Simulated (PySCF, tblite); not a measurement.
# C5H13NOSi: geometry, infrared bands and NMR shifts

What infrared bands and NMR shifts should C5H13NOSi (`CO[SiH2]NC1CCC1`) show?

Programs: tblite 0.8.0 and PySCF 2.14.0, with density-fitted response routines of our own. Each step states its level of theory. These are calculated values for one molecule in the gas phase, unless marked as measured. Atoms are numbered from 0 throughout.

### Step 1. The molecule as given

21 atoms, charge 0, multiplicity 1; geometry from: force field or distance geometry start.

Bonds of the start (Å): C0–O1 1.39, O1–Si2 1.70, Si2–N3 1.80, N3–C4 1.44, C4–C5 1.52, C5–C6 1.52, C6–C7 1.52, C7–C4 1.52, C0–H8 1.13, C0–H9 1.12, C0–H10 1.11, Si2–H11 1.48, Si2–H12 1.47, N3–H13 1.03, C4–H14 1.10, C5–H15 1.09, C5–H16 1.11, C6–H17 1.10, C6–H18 1.11, C7–H19 1.11, C7–H20 1.10.

### Step 2. Optimising the geometry with GFN2-xTB

Job settings and geometry (Å):

```
{"job": {"kind": "relax", "xc": "GFN2-xTB", "basis": "xTB"}, "charge": 0, "multiplicity": 1}
C      3.840900     0.115000     0.103100
O      2.646500     0.498000     0.698100
Si     1.295800    -0.410900     0.198900
N     -0.064200     0.659100    -0.290700
C     -1.175400     0.580600     0.620800
C     -1.767500    -0.812700     0.714700
C     -2.407000    -0.505200    -0.634200
C     -2.435600     0.934700    -0.149400
H      4.569000     0.973100     0.114600
H      3.700000    -0.219300    -0.953800
H      4.343300    -0.711900     0.637600
H      1.696600    -1.207600    -0.982700
H      0.863400    -1.312500     1.273000
H      0.282800     1.616900    -0.417300
H     -1.071900     1.103200     1.585900
H     -1.075300    -1.648300     0.744500
H     -2.569300    -0.812800     1.476600
H     -1.691500    -0.653200    -1.457400
H     -3.406200    -0.954900    -0.792100
H     -3.255300     1.069600     0.585900
H     -2.328000     1.716200    -0.921900
```

On the command line:

```console
OMP_NUM_THREADS=1 python probes_run.py task.json out
```

One launch serves the whole session: the jobs run in the order shown.

**Question.** This job is followed by: GFN2-xTB harmonic vibrations, gas phase; GIAO PBE0/pcSseg-1 NMR shielding, non-relativistic, gas phase. What will the session give for the following? strongest single infrared mode (GFN2-xTB); zero-point energy (GFN2-xTB); 13C shifts against TMS (PBE0/pcSseg-1, means over atoms taken as alike); 1H shifts against TMS (PBE0/pcSseg-1, means over atoms taken as alike); 17O shifts against H2O (PBE0/pcSseg-1); 29Si shifts against TMS (PBE0/pcSseg-1); 15N shifts against NH3 (PBE0/pcSseg-1); surface potential, 1st and 99th percentile.

As calculated:

```
                                                               quantity                                               value
                              strongest single infrared mode (GFN2-xTB)                               2127 cm⁻¹, 415 km/mol
                                           zero-point energy (GFN2-xTB)                                      109.2 kcal/mol
13C shifts against TMS (PBE0/pcSseg-1, means over atoms taken as alike)                          52.4, 49.3, 32.8, 13.5 ppm
 1H shifts against TMS (PBE0/pcSseg-1, means over atoms taken as alike)  5.42, 3.82, 3.64, 2.43, 1.95, 1.74, 1.68, 0.59 ppm
                                 17O shifts against H2O (PBE0/pcSseg-1)                                            -8.4 ppm
                                29Si shifts against TMS (PBE0/pcSseg-1)                                           -29.2 ppm
                                 15N shifts against NH3 (PBE0/pcSseg-1)                                            48.2 ppm
                                  surface potential, 1st and 99th percentile                                  -1.21 V and 1.09 V
```

In words: Over 161 steps the energy fell by 1.118 eV; of the close pairs, Si2–N3 changed most, 1.798 to 1.709 Å. No mode is imaginary among the 57: a minimum at this level. The strongest single mode, at 2127 cm⁻¹, moves mainly H11. Unscaled tight-binding wavenumbers are off by several per cent, some by more. Its intensities can rank the bands wrongly. C0 (methyl carbon bonded to O) lies farthest downfield among carbon, at 52.4 ppm; deshielded by the electronegative neighbour. At PBE0/pcSseg-1: The largest span, 114 ppm, is at N3, where the paramagnetic term is -105 ppm.
